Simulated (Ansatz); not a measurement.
# Sn: the cost of one run

Program: Ansatz 0.2.0, driven from Python. Level of theory: DFT PBEsol, plane waves, PAW. These are calculated values, not measurements.

## 1. The structure

Symmetry: I4_1/amd, No. 141, tetragonal system. Conventional cell: a = 5.839 Å, b = 5.839 Å, c = 3.188 Å, α = 90.00°, β = 90.00°, γ = 90.00°. Around Sn (site symmetry -4m2) lie 6 Sn at 3.03 to 3.19 Å.

The script holds or builds the structure itself.

## 2. Script

File smear_sn.py:

```python
import ansatz as az
from tabulate import tabulate


def main() -> None:
    lattice = az.Lattice.of(
        (-2.919644, 2.919644, 1.5938),
        (2.919644, -2.919644, 1.5938),
        (2.919644, 2.919644, -1.5938),
    )
    sites = [
        ('Sn', (0.0, 0.0, 0.0)),
        ('Sn', (0.75, 0.25, 0.5)),
    ]
    xtal = az.Crystal(lattice=lattice)
    for symbol, position in sites:
        xtal = xtal.atom(symbol, position)

    base = (
        xtal.calculation()
        .functional('pbesol')
        .basis(470)
        .kpoints(mesh=(11, 11, 11))
    )

    rows = []
    for value in [0.25, 0.15, 0.1, 0.05, 0.025]:
        r = base.occupations('cold', width=value).run(threads=1).report
        rows.append((value, r['free_energy_ev'] / len(r['lattice']['sites']), r['n_iterations'], r['n_kpoints']))

    print(tabulate(rows, headers=['width (eV)', 'F/atom (eV)', 'iterations', 'k-points'], floatfmt='.4f', tablefmt='github'))

    for row in rows[:-1]:
        shift = 1000 * (row[1] - rows[-1][1])
        print(f'{row[0]}: {shift:+.2f} meV/atom' + ('  (within 5 meV)' if abs(shift) < 5 else ''))


if __name__ == '__main__':
    main()
```

## 3. The input behind the calls

The package turns the script's settings into the engine's input (first run):

```yaml
crystal:
  lattice:
    - [-2.919644, 2.919644, 1.5938]
    - [2.919644, -2.919644, 1.5938]
    - [2.919644, 2.919644, -1.5938]
  atoms:
    - { symbol: Sn, position: [0.0, 0.0, 0.0] }
    - { symbol: Sn, position: [0.75, 0.25, 0.5] }
basis:
  ecutwfc: 470.0
kpoints:
  mp_grid:
    grid: [11, 11, 11]
hamiltonian:
  xc: pbesol
scf:
  occupations:
    method: cold
    width: 0.25
```

## 4. Launch

Started as:

```sh
> python smear_sn.py
```

What time and memory should one allow on 1 thread of Arm Neoverse N1, shared host?

About 65 s, with a peak of 0.44 GiB.
